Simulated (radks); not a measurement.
# Sc⁺ in [Ar] 3d1 4s1: an all-electron calculation

The task here is to estimate one member of a computed series from the others.

Program: radks (a radial shooting solver on a logarithmic mesh, Libxc functionals) version 1. Level of theory: non-relativistic Kohn-Sham, PBE, spin-unpolarised, spherical densities, point nucleus. These are calculated values, not measurements, unless marked.

## The system

| Item | Value |
| --- | --- |
| element | scandium (Z = 21) |
| charge | +1 |
| electrons | 20 |
| configuration | [Ar] 3d1 4s1 |

Outer shells as boxes (Hund's rule):

Sc⁺
```
[Ar] core
3d [↑ ][  ][  ][  ][  ]
4s [↑ ]
```

The first run:

Settings of this run:

```text
Z 21
configuration [Ar] 3d1 4s1
relativity non-relativistic
functional pbe,pbe
spin unpolarised
nucleus point
```

One of the session's tables, all rows but one given; the rest of the session is left out.

It belongs to the step «Shells». Radial moments (bohr):

```
level      <r>  outermost maximum (interpolated)  90 % within  nodes
   1s  0.07360                            0.0484        0.131      0
   2s   0.3460                             0.286        0.538      1
   2p   0.3086                             0.233        0.508      0
   3s    1.081                             0.933         1.62      2
   3p    1.169                             0.970         1.80      1
   3d        ?                                 ?            ?      ?
   4s    3.386                              2.94         4.99      3
```

Estimate the missing values for 3d.

The run gave: <r>: 1.687; outermost maximum (interpolated): 1.09; 90 % within: 2.95; nodes: 0. In the column «<r>» it lies between 3p (1.169) and 4s (3.386).

Limits of these values: Spin polarisation and multiplet splitting are left out.
